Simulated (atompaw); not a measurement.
# A PAW (atompaw) potential for tellurium, from input to tests

Do these settings give a usable potential? It is generated, then checked for scattering, ghosts and hardness.

The numbers are computed with atompaw 4.2.0.5 (LDA (PW92), scalar-relativistic, spin-unpolarised reference atom).

**1. Settings**

The settings as typed:

* element: tellurium (Te, Z = 52)
* type: PAW
* frozen core: [Kr]
* valence charge: 16
* reference configuration: 4d10 5s2 5p4
* partial waves: 5s (bound): rc 2.00 bohr; 5s channel at -0.1 Ry: rc 2.00 bohr; 5p (bound): rc 2.00 bohr; 5p channel at 2 Ry: rc 2.00 bohr; 4d (bound): rc 1.45 bohr; 4d channel at 1.4 Ry: rc 1.45 bohr
* local potential: troulliermartins scheme with l = 3 at -0.5 Ry, radius 1.45 bohr
* core correction: smooth core density matched at 1.50 bohr
* augmentation charge: sinc compensation charge, radius 1.50 bohr; PAW radius 2.00 bohr; waves and projectors: custom polynom gramschmidtortho

The nodes and maxima of the atom's own shells, from an earlier all-electron run, set the scale for the radii.

All-electron outer shells of the reference configuration (LDA (PW92), scalar-relativistic, ld1.x):

| shell | level (eV) | outermost node (bohr) | outermost maximum (bohr) |
| --- | --- | --- | --- |
| 4s | -163.99 | 0.38 | 0.70 |
| 4p | -114.20 | 0.38 | 0.74 |
| 4d | -41.70 | 0.36 | 0.81 |
| 5s | -15.36 | 0.91 | 1.77 |
| 5p | -6.11 | 1.00 | 2.17 |

**2. Generation**

Te.input reads:

```
Te 52
LDA-PW scalarrelativistic loggrid 1500 logderivrange -5 5 251
5 5 4 0 0 0
5 1 4
0 0 0
c
c
c
c
v
c
c
c
v
c
v
2
2.00 1.50 1.45 1.50
y
-0.1
n
y
2
n
y
1.4
n
custom polynom gramschmidtortho sinc
3 -0.5 troulliermartins
2.00
2.00
2.00
2.00
1.45
1.45
PWSCFOUT
UPFDX 0.0125d0 UPFXMIN -7.d0 UPFZMESH 52.d0
END
```

Started as:

```console
$ atompaw < Te.input > Te.log
```

What does the calculation give? Wanted: cutoffs for 10 and 1 mRy, occupied levels; bound ghosts; largest phase difference near zero energy, channels read; lowest eigenvalue of the overlap; share of valence orbitals outside the PAW sphere; UPF file.

The runs gave:

| quantity | value |
| --- | --- |
| cutoffs for 10 and 1 mRy, occupied levels | 80 Ry and 140 Ry |
| bound ghosts | s at -2065.71 eV, p at -215.67 eV |
| largest phase difference near zero energy, channels read | 0.000 rad |
| lowest eigenvalue of the overlap (Bessel basis) | 0.013 (s) |
| share of valence orbitals outside the PAW sphere | 5s 48 %, 5p 72 %, 4d 2 % |
| UPF file | written |

What this shows: A bound ghost (s, p) makes it unfit for use: electrons can fall into a state that the atom doesn't have. The potential is hard: the looser tolerance needs 80 Ry. The slowest occupied level is 4d: taken alone it needs 80 Ry to come within 1 mRy, against 15 Ry for 5s. Near zero energy the phases of the channels with partial waves agree within 0.001 rad. All of this concerns the isolated atom, not yet a solid.
